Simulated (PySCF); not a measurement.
**The bond of TlSi+, level by level**

One table from this session's results is given with a row withheld; the runs are named, their logs left out.

Program: PySCF 2.14.0. Level of theory: Tl cc-pVDZ-PP with ECP60, Si cc-pV(D+d)Z, scalar-relativistic core potentials. These are calculated values, not measurements.

Set-up of the first run:

The job is set up so:

* atoms: Tl, Si
* charge: 1
* basis: Tl cc-pVDZ-PP with ECP60, Si cc-pV(D+d)Z
* Hamiltonian: scalar-relativistic core potentials
* basis functions: 46
* electrons treated: 34
* masses in u: 204.9744, 27.9769
* levels: PBE0, PBE, r²SCAN, r²SCANh, TPSS, PBEsol, LC-ωPBE, HF, MP2, SCS-MP2, CCSD, CCSD(T)
* grid: 80 radial by 434 angular points
* occupations: held fixed by the projection of orbital angular momentum
* dissociation limit: Tl+ + Si, each in its ground configuration
* starting distance in angstrom: 2.645
* values of 2S to try: 0, 2

The run is started by

```sh
OMP_NUM_THREADS=1 python dia.py task.json out
```

Steps of the session up to this table: Set-up; First curve: PBE0; Higher solutions at PBE0; PBE (GGA); r²SCAN; r²SCANh; TPSS; PBEsol (GGA); LC-ωPBE (range-separated hybrid); UHF; MP2 and coupled cluster.

One table of the session follows, with a row left open; its other results are not shown here.

It belongs to the step «The curves together». Energy (eV) from each level's lowest point:

```
R (Å)    UHF  UHF-MP2  UHF-SCS-MP2  UHF-CCSD  UHF-CCSD(T)
2.758  0.418    0.271        0.308       n/a          n/a
2.886  0.246    0.136        0.163     0.153        0.140
3.015  0.133    0.056        0.074     0.067        0.058
3.111  0.076    0.023        0.034     0.029        0.024
3.207  0.039    0.005        0.011     0.008        0.006
3.303      ?        ?            ?         ?            ?
3.432  0.000    0.007        0.000     0.003        0.006
3.592  0.000    0.030        0.017     0.022        0.029
3.784  0.016    0.070        0.049     0.058        0.068
4.041  0.051    0.131        0.102       n/a          n/a
```

**Question.** Estimate the row for R (Å) = 3.303.

Worked estimate for «UHF». A straight line through the neighbours (3.207, 0.039) and (3.432, 0.000) gives 0.039 + (0.000 − 0.039) × (3.303 − 3.207) / (3.432 − 3.207) = 0.022; a parabola fitted to 4 rows on both sides gives 0.016.

**Answer.** UHF: 0.015; UHF-MP2: 0.000; UHF-SCS-MP2: 0.000; UHF-CCSD: 0.000; UHF-CCSD(T): 0.000. In «UHF» the line misses by +0.007 and the parabola by +0.001.
